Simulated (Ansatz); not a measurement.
# Ta: the cost of one run

Computed with Ansatz 0.2.0 (DFT PBEsol, scalar-relativistic, plane waves, PAW, unless a step's input says otherwise).

3 further runs of the same task are left out: 3 set aside as unsound or not needed.

### Step 1. Starting point

The structure is cubic, space group Im-3m (No. 229). The conventional cell has a = 3.281 Å, b = 3.281 Å, c = 3.281 Å, α = 90.00°, β = 90.00°, γ = 90.00°. Around Ta (site symmetry m-3m) lie 8 Ta at 2.84 Å.

Coordinates:

```
CELL_PARAMETERS angstrom
0.00000 -3.28052 3.28052
3.28052 -3.28052 0.00000
3.28052 0.00000 3.28052
ATOMIC_POSITIONS crystal
Ta 0.00000 0.00000 0.00000
Ta 0.25000 0.25000 0.25000
Ta 0.50000 0.50000 0.50000
Ta 0.75000 0.75000 0.75000
```

It is built from the cell relaxed beforehand with the same method (17.65 Å³/atom).

### Step 2. The reference: the undisturbed cell on the scan's mesh

input.yaml reads:

```yaml
crystal:
  lattice:
    - [0.0, -3.2805195243, 3.2805195243]
    - [3.2805195243, -3.2805195243, 0.0]
    - [3.2805195243, 0.0, 3.2805195243]
  atoms:
    - { symbol: Ta, position: [0.0, 0.0, 0.0] }
    - { symbol: Ta, position: [0.25, 0.25, 0.25] }
    - { symbol: Ta, position: [0.5, 0.5, 0.5] }
    - { symbol: Ta, position: [0.75, 0.75, 0.75] }
basis:
  ecutwfc: 420
kpoints:
  mp_grid: { grid: [10, 10, 10] }
hamiltonian:
  xc: pbesol
scf:
  occupations: { method: gaussian, width: 0.15 }
output:
  forces: true
  stress: true
  eigenvalues: true
```

Started as:

```sh
ansatz run input.yaml --threads 1 --pin off --max-ram 2560MiB --backend cpu --events-out ev --progress --plain --runs-dir out
```

What time and memory should one allow on 1 thread of Intel Xeon 6975P-C (Granite Rapids), shared host?

About 2.3 s, with a peak of 0.42 GiB.
